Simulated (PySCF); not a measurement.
# C2H6BF3S: the cost of one run

Computed with PySCF 2.14.0, with density-fitted response routines of our own, on a single molecule, in the gas phase or a continuum. Atoms count from 0, in the outputs and in this text.

## (1) The molecule as given

13 atoms, charge 0, multiplicity 1; geometry from: GFN2-xTB. The atoms were then displaced at random by about 0.01 Å, so the start is not that level's minimum.

Bonds of the start (Å): C0–S1 1.81, S1–C2 1.80, S1–B3 2.18, B3–F4 1.37, B3–F5 1.35, B3–F6 1.31, C0–H7 1.11, C0–H8 1.05, C0–H9 1.09, C2–H10 1.10, C2–H11 1.08, C2–H12 1.08.

## (2) Relaxing the molecule at PBE0-D3(BJ)/def2-TZVP

Job settings and geometry (Å):

```
{"job": {"xc": "PBE0", "basis": "def2-TZVP", "d3": "d3bj", "grid": 2, "shake": 0.01, "kind": "geom"}, "charge": 0, "multiplicity": 1}
C     -1.316460    -0.937310    -0.194240
S      0.073160    -0.017920    -0.903690
C      1.407240    -0.811940     0.013540
B     -0.052260     1.782810     0.321030
F     -1.216030     2.342080    -0.124540
F     -0.167090     1.253890     1.556640
F      1.061020     2.431720     0.064610
H     -2.217490    -0.464000    -0.626640
H     -1.266020    -1.951660    -0.461010
H     -1.342550    -0.797470     0.890870
H      1.244470    -0.703100     1.097000
H      1.482800    -1.854820    -0.255080
H      2.315030    -0.289170    -0.267400
```

The run is started by

```sh
OMP_NUM_THREADS=1 python probes_run.py task.json out
```

This one command runs all jobs of the session in turn.

Q: Estimate the wall time and peak memory of this first job on 1 thread of Arm Neoverse V1, shared host.

About 4.7 min, with a peak of 1.3 GiB.
